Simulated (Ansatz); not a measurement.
# MnPd5: the cost of one run

Method: DFT r2SCAN, scalar-relativistic, plane waves, PAW, in Ansatz 0.2.0.

2 further runs of the same task are left out: 2 set aside as unsound or not needed.

## 1. Starting point

Symmetry: P6/mmm, No. 191, hexagonal system. Conventional cell: a = 5.299 Å, b = 5.299 Å, c = 4.417 Å, α = 90.00°, β = 90.00°, γ = 120.00°. Around Ca (site symmetry 6/mmm) lie 18 Pd at 3.06 to 3.45 Å. Around Pd (site symmetry mmm) lie 8 Pd at 2.65 to 2.69 Å. Around Pd (site symmetry -6m2) lie 9 Pd at 2.69 to 3.06 Å and 3 Ca at 3.06 Å.

Structure file:

```cif
data_structure
_symmetry_space_group_name_H-M 'P 1'
_symmetry_Int_Tables_number 1
_cell_length_a 5.2987
_cell_length_b 5.2987
_cell_length_c 4.4175
_cell_angle_alpha 90.000
_cell_angle_beta 90.000
_cell_angle_gamma 120.000
_cell_volume 107.41
loop_
_atom_site_label
_atom_site_type_symbol
_atom_site_fract_x
_atom_site_fract_y
_atom_site_fract_z
_atom_site_occupancy
Ca1 Ca 0.00000 0.00000 0.00000 1
Pd1 Pd 0.50000 0.00000 0.50000 1
Pd2 Pd 0.50000 0.50000 0.50000 1
Pd3 Pd 0.00000 0.50000 0.50000 1
Pd4 Pd 0.33333 0.66667 0.00000 1
Pd5 Pd 0.66667 0.33333 0.00000 1
```

It is the result of an earlier relaxation at this level (volume 17.90 Å³/atom; gap on the mesh: none (metal)).

## 2. Swap Ca → Mn

The start of MnPd5: fractional positions of relaxed CaPd5, cell scaled by 0.971, a guess from tabulated radii. Atoms that may carry a moment start with parallel spins.

## 3. Probe: one point at the start (MnPd5)

input.yaml

```yaml
crystal:
  lattice:
    - [5.1444985779, 0.0, 0.0]
    - [-2.5722492889, 4.4552664582, 0.0]
    - [0.0, 0.0, 4.2889194123]
  atoms:
    - { symbol: Mn, position: [0.0, 0.0, 0.0], spin: 4.0 }
    - { symbol: Pd, position: [0.5, 0.0, 0.5] }
    - { symbol: Pd, position: [0.5, 0.5, 0.5] }
    - { symbol: Pd, position: [0.0, 0.5, 0.5] }
    - { symbol: Pd, position: [0.3333333333, 0.6666666667, 0.0] }
    - { symbol: Pd, position: [0.6666666667, 0.3333333333, 0.0] }
basis:
  ecutwfc: 500
kpoints:
  mp_grid: { grid: [6, 6, 4] }
hamiltonian:
  xc: r2scan
scf:
  occupations: { method: gaussian, width: 0.1 }
  lower_state_search: "off"
output:
  forces: true
  stress: true
  eigenvalues: true
  populations: true
magnetization:
  spin_polarized: true
```

Launch:

```
$ ansatz run input.yaml --threads 1 --pin off --max-ram 2560MiB --backend cpu --events-out ev --progress --plain --runs-dir out
```

What time and memory should one allow on 1 thread of Arm Neoverse V1, shared host?

About 100 s, with a peak of 0.74 GiB.
